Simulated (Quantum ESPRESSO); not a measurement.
Runs of Quantum ESPRESSO 7.5 on PtSe. The structure is cubic, space group F-43m (No. 216). Conventional cell: a = 6.075 Å, b = 6.075 Å, c = 6.075 Å, α = 90.00°, β = 90.00°, γ = 90.00°. Around Pt (site symmetry -43m) lie 4 Se at 2.63 Å. Around Se (site symmetry -43m) lie 4 Pt at 2.63 Å. The cell comes from a database or a generator and needn't be the stable form of this composition.

```tsv
level	potentials or basis	U	cutoff (eV)	gap on the mesh (eV)	pressure (GPa)	moment (μB)
PBE+U	GBRV 1.5 PBE	Pt d U = 3 eV	612	none	-10.7	0.06
PBE+U	GBRV 1.5 PBE	Pt d U = 4 eV	612	none	-10.6	0.09
PBE+U	GBRV 1.5 PBE	Pt d U = 6 eV	612	none	-10.1	(b)
PBE+U	GBRV 1.5 PBE	Pt d U = 1 eV	612	none	-10.9	(c)
PBE	JTH 2.0 PBE	-	490	none	-10.6	0.01
PBE+U	GBRV 1.5 PBE	Pt d U = 2 eV	612	none	-10.9	0.04
PBE+U	GBRV 1.5 PBE	Pt d U = 5 eV	612	none	(a)	0.13
```

Alike in all rows: task single point; spin collinear, ferromagnetic start; cell as given; k mesh 5 × 5 × 5; smearing gaussian 0.05 eV.

Problem. Fill in the values left out.

Solution. (a) -10.4; (b) 0.16; (c) 0.02.

Caveats: the cutoff is low for these files, which shifts pressure and relaxed volume (some runs).

A k mesh can miss the band edges, and the runs leave out spin-orbit coupling on Pt, Se.

A gap of «none» marks a metal or a gap under the smearing width.

The runs don't all hold the same shells in valence.
